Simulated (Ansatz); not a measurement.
This script makes the interaction energy of a dimer with the counterpoise correction of C2H4Si, SMILES C1=C[SiH2]1 with the Ansatz DFT code, driven from Python.

`c2h4si_dimer.py`
```python
"""Interaction energy of two C2H4Si molecules, with the counterpoise correction."""

import ansatz

FIRST = [
    ("C", (-0.7598, -0.4486, -0.2138)),
    ("C", (0.2909, -0.2677, -0.9167)),
    ("Si", (0.4082, 0.4695, 0.6613)),
    ("H", (-1.7151, -0.8068, -0.2994)),
    ("H", (0.7054, -0.5174, -1.8885)),
    ("H", (0.0836, 1.9116, 0.8506)),
    ("H", (0.9871, -0.3407, 1.8063)),
]
SECOND = [
    ("C", (0.8381, 2.1137, 4.7891)),
    ("C", (0.5268, 0.9422, 4.3872)),
    ("Si", (1.2323, 0.9347, 5.984)),
    ("H", (0.9062, 3.075, 4.4434)),
    ("H", (0.0751, 0.4369, 3.5392)),
    ("H", (2.6865, 0.6667, 6.1693)),
    ("H", (0.3177, 1.0573, 7.1886)),
]

def energy(atoms, ghosts=()):
    molecule = ansatz.Crystal.molecule()
    for symbol, xyz in atoms:
        molecule = molecule.atom(symbol, xyz)
    calc = (
        molecule.calculation()
        .basis(gaussian="def2-SVPD")  # atom-centred Gaussian functions
        .functional("B3LYP", dispersion="d4")  # level of theory
    )
    deck = calc.input()
    if ghosts:
        deck = deck.set(ansatz.key.basis.gaussian.ghost_atoms, [{"symbol": s, "position_ang": list(xyz)} for s, xyz in ghosts])
    return ansatz.Session.from_dict(deck).plan().execute().report["free_energy_ev"]

# monomers in their own basis and in the basis of the dimer
both = energy(FIRST + SECOND)
alone = energy(FIRST) + energy(SECOND)
ghosted = energy(FIRST, SECOND) + energy(SECOND, FIRST)
print(f"dimer {both:.6f} eV")
print(f"interaction, uncorrected   {23.060548 * (both - alone):8.3f} kcal/mol")
print(f"interaction, counterpoise  {23.060548 * (both - ghosted):8.3f} kcal/mol")
print(f"basis-set superposition    {23.060548 * (alone - ghosted):8.3f} kcal/mol")
```

How large is the interaction at this pose, and how much of it is basis-set superposition?

Uncorrected it is -0.639 kcal/mol, with the counterpoise correction 0.031 kcal/mol; the difference, 0.67 kcal/mol, is the superposition error. The sign changes with the correction, so this basis doesn't settle it.

What the script printed:

```console
$ python c2h4si_dimer.py
dimer -20021.607619 eV
interaction, uncorrected     -0.639 kcal/mol
interaction, counterpoise     0.031 kcal/mol
basis-set superposition       0.670 kcal/mol
```

Notes:
- Total energies depend on the basis set; only differences at equal settings carry meaning.
- The dimer is a generated trial pose of unrelaxed monomers, not a minimum, so the figure is no binding energy, and the basis set is small.
- b3lyp holds the VWN-RPA fit, as in Gaussian; the form of ORCA and Turbomole is b3lyp5.
- Hardware and time: 26 s on 1 thread of Intel(R) Xeon(R) Platinum 8488C (Sapphire Rapids) (shared host), peak memory 0.46 GiB.

(Lines on the test bed's own set-up are left out of the output.)
